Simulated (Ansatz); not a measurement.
# CH8N2OSi: a ladder of functionals and wavefunction methods

How much do the methods differ for CH8N2OSi? The plan is to run it at one geometry with functionals of several rungs and with coupled cluster. The yardstick is the atomisation energy at the CCSD(T) limit.

Computed with Ansatz 0.2.0, Gaussian basis. Level: functionals in def2-TZVPP, the program's frozen cores in correlated methods.

The runs, in order: PBE-D4, r2SCAN-D4, PBE0-D4, B3LYP-D4, ωB97X-V, ωB97M-V, B2PLYP; CCSD(T)/def2-TZVPP; MP2/def2-QZVPP; extrapolation to the limit.

### Step 1. Structure used throughout

The geometry comes from an earlier relaxation with PBE0-D4 in a triple-zeta def2 set; it is a stationary point, not always the lowest conformer.

SMILES `N[SiH2]NCO`, 13 atoms, charge 0, spin multiplicity 1.

Atoms are counted from 1 here; the program's logs count them from 0.

Bond lengths: N1–Si2 1.709 Å, N1–H6 1.006 Å, N1–H7 1.006 Å, Si2–N3 1.716 Å, Si2–H8 1.493 Å, Si2–H9 1.491 Å, N3–C4 1.429 Å, N3–H10 1.009 Å, C4–O5 1.410 Å, C4–H11 1.098 Å, C4–H12 1.094 Å, O5–H13 0.962 Å. Angles: Si2–N1–H6 122.6°, Si2–N1–H7 120.5°, H6–N1–H7 112.2°, N1–Si2–N3 108.9°, N1–Si2–H8 117.4°, N1–Si2–H9 103.5°, N3–Si2–H8 103.2°, N3–Si2–H9 116.3°, H8–Si2–H9 108.1°, Si2–N3–C4 126.4°, Si2–N3–H10 119.0°, C4–N3–H10 113.7°, N3–C4–O5 113.0°, N3–C4–H11 108.0°, N3–C4–H12 112.2°, O5–C4–H11 111.1°, O5–C4–H12 104.5°, H11–C4–H12 108.0° and more.

Geometry (Å):

| atom | x (Å) | y (Å) | z (Å) |
| --- | --- | --- | --- |
| N1 | -0.9368 | -1.1097 | 1.8355 |
| Si2 | -0.1256 | -1.1487 | 0.3314 |
| N3 | 0.5807 | 0.3877 | 0.0396 |
| C4 | 0.7383 | 1.0213 | -1.2318 |
| O5 | 0.1450 | 2.2988 | -1.2886 |
| H6 | -1.6998 | -0.4811 | 2.0229 |
| H7 | -0.9633 | -1.9255 | 2.4232 |
| H8 | -0.9531 | -1.3802 | -0.8891 |
| H9 | 0.8188 | -2.2934 | 0.4754 |
| H10 | 1.0816 | 0.8457 | 0.7868 |
| H11 | 0.3168 | 0.3557 | -1.9963 |
| H12 | 1.7898 | 1.1965 | -1.4781 |
| H13 | -0.7721 | 2.1983 | -1.0162 |

### Step 2. PBE-D4 (GGA)

Input file in.yaml:

```yaml
crystal:
  periodic: [false, false, false]
  atoms:
    - {symbol: N, position_ang: [-0.936795, -1.109717, 1.835477]}
    - {symbol: Si, position_ang: [-0.125569, -1.148651, 0.331401]}
    - {symbol: N, position_ang: [0.580674, 0.387701, 0.039649]}
    - {symbol: C, position_ang: [0.738312, 1.021335, -1.231832]}
    - {symbol: O, position_ang: [0.144988, 2.298793, -1.288594]}
    - {symbol: H, position_ang: [-1.699801, -0.481120, 2.022937]}
    - {symbol: H, position_ang: [-0.963270, -1.925533, 2.423214]}
    - {symbol: H, position_ang: [-0.953080, -1.380160, -0.889065]}
    - {symbol: H, position_ang: [0.818765, -2.293417, 0.475406]}
    - {symbol: H, position_ang: [1.081629, 0.845653, 0.786755]}
    - {symbol: H, position_ang: [0.316809, 0.355660, -1.996300]}
    - {symbol: H, position_ang: [1.789835, 1.196473, -1.478125]}
    - {symbol: H, position_ang: [-0.772097, 2.198280, -1.016226]}
basis:
  gaussian: {orbitals: def2-TZVPP}
hamiltonian: {xc: pbe, dispersion: d4}
output: {forces: true, orbitals: {seedname: orbitals}}
```

Command:

```bash
$ ansatz run in.yaml --threads 4 --pin off --events-out ev --progress --plain --max-ram 10444MiB
```

The runs that follow: r2SCAN-D4 (meta-GGA); PBE0-D4 (hybrid); B3LYP-D4 (hybrid); ωB97X-V (range-separated); ωB97M-V (range-separated); B2PLYP (double hybrid); CCSD(T) in def2-TZVPP; MP2 in def2-QZVPP.

**Question.** What will the summary of the whole plan be? Wanted: atomisation energy, CCSD(T)/CBS; farthest; mean size of error, hybrid; mean size of error, range-separated; gap, smallest and largest; T1 diagnostic; triples share of the correlation energy.

**Answer**, as computed:

| quantity | value |
| --- | --- |
| atomisation energy, CCSD(T)/CBS | 1108.4 kcal/mol |
| functionals within 5.5 kcal/mol (0.5 %) | B3LYP-D4, ωB97X-V, ωB97M-V |
| farthest | PBE-D4 (+16.5 kcal/mol) |
| mean size of error, hybrid | 3.7 kcal/mol |
| mean size of error, range-separated | 3.6 kcal/mol |
| gap, smallest and largest | 5.62 eV (PBE-D4), 12.10 eV (ωB97X-V) |
| T1 diagnostic | 0.0106 |
| triples share of the correlation energy | 3.6 % |

What this shows: PBE-D4 is off by +16.5 kcal/mol. Double hybrids carry the basis error of their MP2 part in triple zeta, and no dispersion term here, so their miss is partly the set-up's. The reference freezes the cores and leaves out relativity and excitations past (T), so misses under about 5.5 kcal/mol can't be ranked. Hartree-Fock recovers 69 % of the binding; the rest is correlation. The gap grows from 5.6 to 12.1 eV across the functionals, mostly with the share of exact exchange.
